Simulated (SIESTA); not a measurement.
The system is MoPt.

```
Pt Mo
1.0
     4.47661    0.00000    0.00000
     0.00000    2.73373    0.00000
     0.00000    0.00000    4.95840
Pt Mo
2 2
Direct
  0.75000 0.50000 0.33727
  0.25000 0.50000 0.66273
  0.75000 0.00000 0.83825
  0.25000 0.00000 0.16175
```

The cell comes from a database or a generator and needn't be the stable form of this composition.

* Program: SIESTA 5.4.2
* Task: single point
* Functional: PBEsol
* Potentials or basis: PseudoDojo 0.4 standard (PBEsol files)
* Basis: DZP (energy shift 0.003 Ry; two zetas on semicore shells)
* Grid cutoff: 800 Ry
* Energy shift: 0.003 Ry
* k mesh: 6 × 10 × 6
* Occupations: fermi-dirac, width 0.05 eV
* Spin: no spin polarisation

On this cell: pressure -2.9 GPa; largest force 0.165 eV/Å; band gap on the k mesh none (metal or under the smearing width).

The same run follows on a disturbed copy (atoms moved at random, drawn with an rms of 0.05 Å):

```
Pt Mo
1.0
     4.47661    0.00000    0.00000
     0.00000    2.73373    0.00000
     0.00000    0.00000    4.95840
Pt Mo
2 2
Cartesian
  3.3766 1.3137 1.6462
  1.1148 1.3656 3.2681
  3.3816 0.0030 4.1576
  1.1259 0.0173 0.8065
```

Problem. What changes?

Solution. The energy (extrapolated to zero smearing) moves by +6.8 meV/atom; pressure -2.5 GPa; largest force 0.580 eV/Å; band gap on the k mesh none (metal or under the smearing width).

Forces on the atoms (eV/Å):
```
Pt  -0.225  0.476  0.243
Pt   0.350  0.042  0.239
Mo  -0.274 -0.160 -0.391
Mo   0.149 -0.359 -0.092
```

Stress tensor (GPa, compression positive):
```
-1.77 -0.04 -0.19
-0.04 -2.29  0.89
-0.19  0.89 -3.50
```

Caveats: short orbitals over semicore shells can move pressures by several GPa; the basis of atomic orbitals isn't converged, which shifts pressures, moduli and gaps.
